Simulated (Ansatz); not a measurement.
# KTaO3: properties at the relaxed cell

Aim: for KTaO3, measure the bulk modulus from energies at several volumes.

Method: DFT r2SCAN, scalar-relativistic, plane waves, PAW, in Ansatz 0.2.0.

1 further run of the same task is left out (set aside as unsound or not needed). Runs told in other sessions of the task aren't counted.

**1. Starting point**

Symmetry: Pm-3m, No. 221, cubic system. The conventional cell has a = 3.990 Å, b = 3.990 Å, c = 3.990 Å, α = 90.00°, β = 90.00°, γ = 90.00°. Around K (site symmetry m-3m) lie 12 O at 2.82 Å. Ta (site symmetry m-3m) is surrounded by 6 O at 2.00 Å. O (site symmetry 4/mmm) has 2 Ta at 2.00 Å and 4 K at 2.82 Å in its first shell of neighbours.

As a file:

```xyz
5
Lattice="3.9902 0.0000 0.0000 0.0000 3.9902 0.0000 0.0000 0.0000 3.9902" Properties=species:S:1:pos:R:3 pbc="T T T"
K     1.9951    1.9951    1.9951
Ta    0.0000    0.0000    0.0000
O     1.9951    0.0000    0.0000
O     0.0000    1.9951    0.0000
O     0.0000    0.0000    1.9951
```

This cell was relaxed beforehand with the same method: volume 12.71 Å³/atom, gap on the mesh 2.63 eV.

**2. Point at V/V0 = 0.97**

The input, input.yaml:

```yaml
crystal:
  lattice:
    - [3.9498761234, 0.0, 0.0]
    - [0.0, 3.9498761234, 0.0]
    - [0.0, 0.0, 3.9498761234]
  atoms:
    - { symbol: K, position: [0.5, 0.5, 0.5] }
    - { symbol: Ta, position: [0.0, 0.0, 0.0] }
    - { symbol: O, position: [0.5, 0.0, 0.0] }
    - { symbol: O, position: [0.0, 0.5, 0.0] }
    - { symbol: O, position: [0.0, 0.0, 0.5] }
basis:
  ecutwfc: 500
kpoints:
  mp_grid: { grid: [6, 6, 6] }
hamiltonian:
  xc: r2scan
scf:
  occupations: { method: gaussian, width: 0.02 }
output:
  forces: true
  stress: true
  eigenvalues: true
```

On the command line:

```
$ ansatz run input.yaml --threads 1 --pin off --max-ram 2560MiB --backend cpu --events-out ev --progress --plain --runs-dir out
```

**3. Point at V/V0 = 1.03**

Changes to input.yaml since step 2:

```diff
@@ -2,5 +2,5 @@
   lattice:
-    - [3.9498761234, 0.0, 0.0]
-    - [0.0, 3.9498761234, 0.0]
-    - [0.0, 0.0, 3.9498761234]
+    - [4.0296931051, 0.0, 0.0]
+    - [0.0, 4.0296931051, 0.0]
+    - [0.0, 0.0, 4.0296931051]
   atoms:
```

**4. Point at V/V0 = 0.94**

Changes to input.yaml since step 3:

```diff
@@ -2,5 +2,5 @@
   lattice:
-    - [4.0296931051, 0.0, 0.0]
-    - [0.0, 4.0296931051, 0.0]
-    - [0.0, 0.0, 4.0296931051]
+    - [3.9087285881, 0.0, 0.0]
+    - [0.0, 3.9087285881, 0.0]
+    - [0.0, 0.0, 3.9087285881]
   atoms:
```

**5. Volume × 1.06**

Changes to input.yaml since step 4:

```diff
@@ -2,5 +2,5 @@
   lattice:
-    - [3.9087285881, 0.0, 0.0]
-    - [0.0, 3.9087285881, 0.0]
-    - [0.0, 0.0, 3.9087285881]
+    - [4.0684425313, 0.0, 0.0]
+    - [0.0, 4.0684425313, 0.0]
+    - [0.0, 0.0, 4.0684425313]
   atoms:
```

**6. The cell scaled to 0.91 of its volume**

Changes to input.yaml since step 5:

```diff
@@ -2,5 +2,5 @@
   lattice:
-    - [4.0684425313, 0.0, 0.0]
-    - [0.0, 4.0684425313, 0.0]
-    - [0.0, 0.0, 4.0684425313]
+    - [3.8666959908, 0.0, 0.0]
+    - [0.0, 3.8666959908, 0.0]
+    - [0.0, 0.0, 3.8666959908]
   atoms:
```

**7. The cell scaled to 1.10 of its volume**

Changes to input.yaml since step 6:

```diff
@@ -2,5 +2,5 @@
   lattice:
-    - [3.8666959908, 0.0, 0.0]
-    - [0.0, 3.8666959908, 0.0]
-    - [0.0, 0.0, 3.8666959908]
+    - [4.1189873583, 0.0, 0.0]
+    - [0.0, 4.1189873583, 0.0]
+    - [0.0, 0.0, 4.1189873583]
   atoms:
@@ -23 +23,5 @@
   eigenvalues: true
+  write_density: true
+  write_potential: true
+  elf: true
+  volumetric_format: npy
```

**8. Point at V/V0 = 0.88**

Changes to input.yaml since step 7:

```diff
@@ -2,5 +2,5 @@
   lattice:
-    - [4.1189873583, 0.0, 0.0]
-    - [0.0, 4.1189873583, 0.0]
-    - [0.0, 0.0, 4.1189873583]
+    - [3.8237291457, 0.0, 0.0]
+    - [0.0, 3.8237291457, 0.0]
+    - [0.0, 0.0, 3.8237291457]
   atoms:
@@ -23,5 +23 @@
   eigenvalues: true
-  write_density: true
-  write_potential: true
-  elf: true
-  volumetric_format: npy
```

(Steps that only read results are left out.)

Q: Predict the outcome of this session. Wanted: equilibrium volume of the fit; bulk modulus.

As calculated:

| quantity | value |
| --- | --- |
| equilibrium volume of the fit | 12.71 Å³/atom |
| bulk modulus | 209 GPa |
| its pressure derivative | 4.4 |

What this shows: The fit puts the minimum at 12.71 Å³/atom with B = 209 GPa and B' = 4.4. The gap on the mesh goes from 2.94 eV at the smallest volume to 2.37 eV at the largest. Spin-orbit coupling is left out, which matters for the bands of Ta.
